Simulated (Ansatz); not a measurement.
Consider vertical energies of changing the electron count of Cl3GeH, SMILES [Cl][GeH]([Cl])[Cl] (Ansatz 0.2.0, Python API).

`cl3geh.py`:
```python
# -*- coding: utf-8 -*-
"""Removing and adding an electron on Cl3GeH at fixed geometry."""

import logging
import sys

import ansatz

logging.basicConfig(stream=sys.stdout, format="%(name)s: %(message)s")
log = logging.getLogger("cl3geh")
log.setLevel(logging.INFO)

BASIS = "def2-SVPD"
FUNCTIONAL = "b3lyp"


def energy_of(molecule, charge=0, unpaired=0):
    calc = molecule.calculation().basis(gaussian=BASIS).functional(FUNCTIONAL)
    if charge:
        calc = calc.charge(charge)
    if unpaired:
        calc = calc.spin("collinear", total=unpaired)
    return calc.run().report["free_energy_ev"]

mol = (
    ansatz.Crystal.molecule()
    .atom("Cl", [-1.1639, -0.0263, 1.7617])
    .atom("Ge", [0.0689, 0.0835, 0.0075])
    .atom("Cl", [1.1167, -1.7824, -0.1811])
    .atom("Cl", [-1.0568, 0.4063, -1.7686])
    .atom("H", [1.0851, 1.2453, 0.1392])
)

# delta-SCF style differences, no relaxation
parent = energy_of(mol, 0, 0)
cation = energy_of(mol, 1, 1)
log.info(f"E(N)   = {parent:.5f} eV")
log.info(f"E(N-1) = {cation:.5f} eV  (1 unpaired)")
log.info(f"vertical ionisation energy {cation - parent:.3f} eV")
anion = energy_of(mol, -1, 1)
log.info(f"E(N+1) = {anion:.5f} eV  (1 unpaired)")
log.info(f"vertical electron affinity {parent - anion:.3f} eV" + ("" if anion < parent else " (unbound in this basis)"))
log.info(f"fundamental gap IP - EA = {cation + anion - 2 * parent:.3f} eV")
```

What does it cost to change the electron count at this fixed geometry?

At this unrelaxed geometry removing an electron costs 11.41 eV and adding one releases 0.29 eV.

The run itself:

```console
$ python cl3geh.py
cl3geh: E(N)   = -94089.88923 eV
cl3geh: E(N-1) = -94078.47685 eV  (1 unpaired)
cl3geh: vertical ionisation energy 11.412 eV
cl3geh: E(N+1) = -94090.17490 eV  (1 unpaired)
cl3geh: vertical electron affinity 0.286 eV
cl3geh: fundamental gap IP - EA = 11.127 eV
```

Reading the output:
- Total energies depend on the basis set; only differences at equal settings carry meaning.
- The geometry is a force-field or estimated start, not a minimum of this method, and the basis set is short of its limit. All parts are taken at fixed geometry, without zero-point energy. At an unrelaxed start these energies can be a whole eV from those at the minimum, and a small affinity can change sign.
- b3lyp holds the VWN-RPA fit, as in Gaussian; the form of ORCA and Turbomole is b3lyp5.
- It ran for 2.7 min on 1 thread of Arm Neoverse N1, on a shared host, peak memory 0.75 GiB.
